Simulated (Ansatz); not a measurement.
# C2H13GeInSi2Zn: up Jacob's ladder to CCSD(T)

Aim: compute C2H13GeInSi2Zn with functionals from several rungs and with coupled cluster, and see how far each lands from CCSD(T) at the basis-set limit for the atomisation energy.

Computed with Ansatz 0.2.0, Gaussian basis. Level: functionals in def2-TZVPP, the program's frozen cores in correlated methods.

The runs, in order: LDA (SPW92), PBE-D4, revPBE-D4, BLYP-D4, r2SCAN-D4, B97M-V, PBE0-D4, B3LYP-D4, r2SCANh-D4, r2SCAN0-D4, HSE06-D4, BHLYP-D4, CAM-B3LYP-D4, LC-ωPBE, ωB97X-V, ωB97M-V, B2PLYP, PBE-QIDH; CCSD(T)/def2-SVP; CCSD(T)/def2-TZVPP; MP2/def2-QZVPP; extrapolation to the limit; RPA on PBE.

1 further run of the same task is left out (for a known fault of the program).

### 1 The relaxed structure

The geometry comes from an earlier relaxation with PBE0-D4 in a triple-zeta def2 set; it is a stationary point, not always the lowest conformer. In takes the def2 core potential; no spin-orbit term is included.

SMILES `C[C]([SiH3])([ZnH])[GeH2][SiH2][InH2]`, 20 atoms, charge 0, spin multiplicity 1.

Atoms are counted from 1 here; the program's logs count them from 0.

Bond lengths: C1–C2 1.544 Å, C1–H8 1.095 Å, C1–H9 1.098 Å, C1–H10 1.094 Å, C2–Si3 1.835 Å, C2–Zn4 2.009 Å, C2–Ge5 1.970 Å, Si3–H11 1.489 Å, Si3–H12 1.492 Å, Si3–H13 1.531 Å, Zn4–H14 1.552 Å, Ge5–Si6 2.395 Å, Ge5–H15 1.546 Å, Ge5–H16 1.549 Å, Si6–In7 2.555 Å, Si6–H17 1.490 Å, Si6–H18 1.488 Å, In7–H19 1.799 Å and more. Angles: C2–C1–H8 112.2°, C2–C1–H9 112.4°, C2–C1–H10 111.6°, H8–C1–H9 106.9°, H8–C1–H10 106.7°, H9–C1–H10 106.7°, C1–C2–Si3 110.1°, C1–C2–Zn4 110.8°, C1–C2–Ge5 109.0°, Si3–C2–Zn4 108.0°, Si3–C2–Ge5 110.9°, Zn4–C2–Ge5 108.0°, C2–Si3–H11 113.7°, C2–Si3–H12 116.3°, C2–Si3–H13 111.4°, H11–Si3–H12 108.3°, H11–Si3–H13 103.5°, H12–Si3–H13 102.3° and more.

### 2 LDA

This LDA is Slater exchange with PW92 correlation.

in.yaml

```yaml
crystal:
  periodic: [false, false, false]
  atoms:
    - {symbol: C, position_ang: [-2.381642, -0.651022, -0.471307]}
    - {symbol: C, position_ang: [-0.890351, -0.374757, -0.183164]}
    - {symbol: Si, position_ang: [-0.535571, -0.624401, 1.599401]}
    - {symbol: Zn, position_ang: [0.283373, -1.623509, -1.231553]}
    - {symbol: Ge, position_ang: [-0.462032, 1.468071, -0.733291]}
    - {symbol: Si, position_ang: [1.853719, 1.939065, -0.346394]}
    - {symbol: In, position_ang: [2.682363, -0.263468, 0.648775]}
    - {symbol: H, position_ang: [-2.679655, -1.662704, -0.175476]}
    - {symbol: H, position_ang: [-3.046148, 0.044765, 0.057439]}
    - {symbol: H, position_ang: [-2.610392, -0.554565, -1.536899]}
    - {symbol: H, position_ang: [-0.747421, -2.023698, 2.062591]}
    - {symbol: H, position_ang: [-1.233886, 0.293014, 2.546669]}
    - {symbol: H, position_ang: [0.938059, -0.360488, 1.918170]}
    - {symbol: H, position_ang: [0.575319, -2.628420, -2.377790]}
    - {symbol: H, position_ang: [-0.799282, 1.607843, -2.235607]}
    - {symbol: H, position_ang: [-1.376255, 2.458210, 0.031059]}
    - {symbol: H, position_ang: [2.542638, 2.233736, -1.634070]}
    - {symbol: H, position_ang: [2.040661, 3.104762, 0.559627]}
    - {symbol: H, position_ang: [2.035654, -1.621927, -0.336945]}
    - {symbol: H, position_ang: [3.810839, -0.760508, 1.838775]}
basis:
  gaussian: {orbitals: def2-TZVPP}
hamiltonian: {xc: lda}
output: {orbitals: {seedname: orbitals}}
```

Command:

```console
$ ansatz run in.yaml --threads 4 --pin off --events-out ev --progress --plain --max-ram 66560MiB --backend cuda --devices 0, --max-vram 37GiB
```

Further steps of the session: PBE-D4 (GGA); revPBE-D4 (GGA); BLYP-D4 (GGA); r2SCAN-D4 (meta-GGA); B97M-V (meta-GGA); PBE0-D4 (hybrid); B3LYP-D4 (hybrid); r2SCANh-D4 (hybrid); r2SCAN0-D4 (hybrid); HSE06-D4 (hybrid); BHLYP-D4 (hybrid); CAM-B3LYP-D4 (range-separated); LC-ωPBE (range-separated); ωB97X-V (range-separated); ωB97M-V (range-separated); B2PLYP (double hybrid); PBE-QIDH (double hybrid); CCSD(T) in def2-SVP; CCSD(T) in def2-TZVPP; MP2 in def2-QZVPP; RPA on PBE orbitals.

**Question.** What will the summary of the whole plan be? Wanted: atomisation energy, CCSD(T)/CBS; farthest beyond LDA; mean size of error, GGA; mean size of error, meta-GGA; mean size of error, hybrid; mean size of error, range-separated; mean size of error, double hybrid; gap, smallest and largest; T1 diagnostic.

**Answer**, as computed:

| quantity | value |
| --- | --- |
| atomisation energy, CCSD(T)/CBS | 5823.4 kJ/mol |
| functionals within 58.2 kJ/mol (1.0 %) | PBE-D4, r2SCAN-D4, B97M-V, PBE0-D4, r2SCANh-D4, r2SCAN0-D4, HSE06-D4, CAM-B3LYP-D4, LC-ωPBE, ωB97X-V, ωB97M-V, PBE-QIDH |
| farthest beyond LDA | B2PLYP (-154.7 kJ/mol) |
| mean size of error, GGA | 113.3 kJ/mol |
| mean size of error, meta-GGA | 14.0 kJ/mol |
| mean size of error, hybrid | 57.2 kJ/mol |
| mean size of error, range-separated | 35.1 kJ/mol |
| mean size of error, double hybrid | 103.3 kJ/mol |
| gap, smallest and largest | 3.38 eV (LDA (SPW92)), 9.74 eV (LC-ωPBE) |
| T1 diagnostic | 0.0145 |
| triples share of the correlation energy | 3.6 % |

In words: The LDA atomisation energy is off by 710.2 kJ/mol (12 %): it overbinds. PBE-D4 is off by -41.0 kJ/mol. Double hybrids carry the basis error of their MP2 part in triple zeta, and no dispersion term here, so their miss is partly the set-up's. The rungs meta-GGA, range-separated, hybrid miss on average by less than the doubt on the reference (58.2 kJ/mol), so they tie. Misses under about 58.2 kJ/mol are within the doubt on the reference itself, which lacks core-valence correlation, spin-orbit coupling and higher excitations, and its outer-core shells are covered unevenly. All levels share the lack of spin-orbit coupling, which lowers the free heavy atoms and so the true binding. Hartree-Fock recovers 73 % of the binding; the rest is correlation. CCSD(T) in def2-SVP is off by -347.9 kJ/mol, worse than the median functional, from the basis alone. The gap grows from 3.4 to 9.7 eV across the functionals, mostly with the share of exact exchange. For Zn the d shell is correlated and the shells below it are frozen. Correlated methods include outer-core shells of Ge, In, which these sets cover unevenly.
